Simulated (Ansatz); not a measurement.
# CH9GeN3: the cost of one run

Method: the settings change from run to run; program: Ansatz 0.2.0, Gaussian basis.

### Step 1. The relaxed structure

The geometry comes from an earlier relaxation with PBE0-D4 in a triple-zeta def2 set; it is a stationary point, not always the lowest conformer.

SMILES `[CH3][Ge]([NH2])([NH2])[NH2]`, 14 atoms, charge 0, spin multiplicity 1.

Atoms are counted from 1 here; the program's logs count them from 0.

Bond lengths: C1–Ge2 1.946 Å, C1–H6 1.091 Å, C1–H7 1.092 Å, C1–H8 1.091 Å, Ge2–N3 1.840 Å, Ge2–N4 1.840 Å, Ge2–N5 1.829 Å, N3–H9 1.010 Å, N3–H10 1.011 Å, N4–H11 1.010 Å, N4–H12 1.011 Å, N5–H13 1.009 Å, N5–H14 1.009 Å. Angles: Ge2–C1–H6 110.0°, Ge2–C1–H7 110.8°, Ge2–C1–H8 110.0°, H6–C1–H7 108.4°, H6–C1–H8 109.1°, H7–C1–H8 108.4°, C1–Ge2–N3 106.9°, C1–Ge2–N4 106.9°, C1–Ge2–N5 119.5°, N3–Ge2–N4 120.5°, N3–Ge2–N5 102.0°, N4–Ge2–N5 102.0°, Ge2–N3–H9 115.7°, Ge2–N3–H10 114.5°, H9–N3–H10 109.0°, Ge2–N4–H11 115.7°, Ge2–N4–H12 114.5°, H11–N4–H12 109.0° and more.

Coordinates:

```
C    -1.63814    0.70970    0.16327
Ge    0.14289   -0.04682   -0.04454
N     1.19782    0.70339    1.26303
N    -0.06098   -1.87256   -0.14666
N     1.10347    0.31256   -1.55930
H    -2.28619    0.36623   -0.64375
H    -2.08101    0.40554    1.11433
H    -1.58589    1.79874    0.14042
H     0.81684    0.68311    2.19808
H     2.14698    0.35743    1.28614
H    -0.63570   -2.28987    0.57122
H     0.80537   -2.38803   -0.21653
H     1.35629    1.28176   -1.68418
H     0.70513   -0.05028   -2.41285
```

### Step 2. revPBE0/def2-SVPD

This run has D3(BJ) with three-body dispersion.

in.yaml

```yaml
crystal:
  periodic: [false, false, false]
  atoms:
    - {symbol: C, position_ang: [-1.638139, 0.709702, 0.163268]}
    - {symbol: Ge, position_ang: [0.142892, -0.046818, -0.044537]}
    - {symbol: N, position_ang: [1.197822, 0.703388, 1.263033]}
    - {symbol: N, position_ang: [-0.060977, -1.872561, -0.146656]}
    - {symbol: N, position_ang: [1.103470, 0.312556, -1.559303]}
    - {symbol: H, position_ang: [-2.286190, 0.366226, -0.643755]}
    - {symbol: H, position_ang: [-2.081007, 0.405540, 1.114329]}
    - {symbol: H, position_ang: [-1.585894, 1.798737, 0.140424]}
    - {symbol: H, position_ang: [0.816844, 0.683108, 2.198084]}
    - {symbol: H, position_ang: [2.146981, 0.357429, 1.286141]}
    - {symbol: H, position_ang: [-0.635697, -2.289866, 0.571225]}
    - {symbol: H, position_ang: [0.805370, -2.388028, -0.216527]}
    - {symbol: H, position_ang: [1.356292, 1.281764, -1.684177]}
    - {symbol: H, position_ang: [0.705132, -0.050277, -2.412848]}
basis:
  gaussian: {orbitals: def2-SVPD}
hamiltonian: {xc: {name: revPBE0}, dispersion: d3bjatm}
```

Run with:

```
$ ansatz run in.yaml --threads 4 --pin off --events-out ev --progress --plain --max-ram 11315MiB
```

What time and memory should one allow on 4 threads of Arm Neoverse V2, shared host?

About 3 s, with a peak of 0.64 GiB.
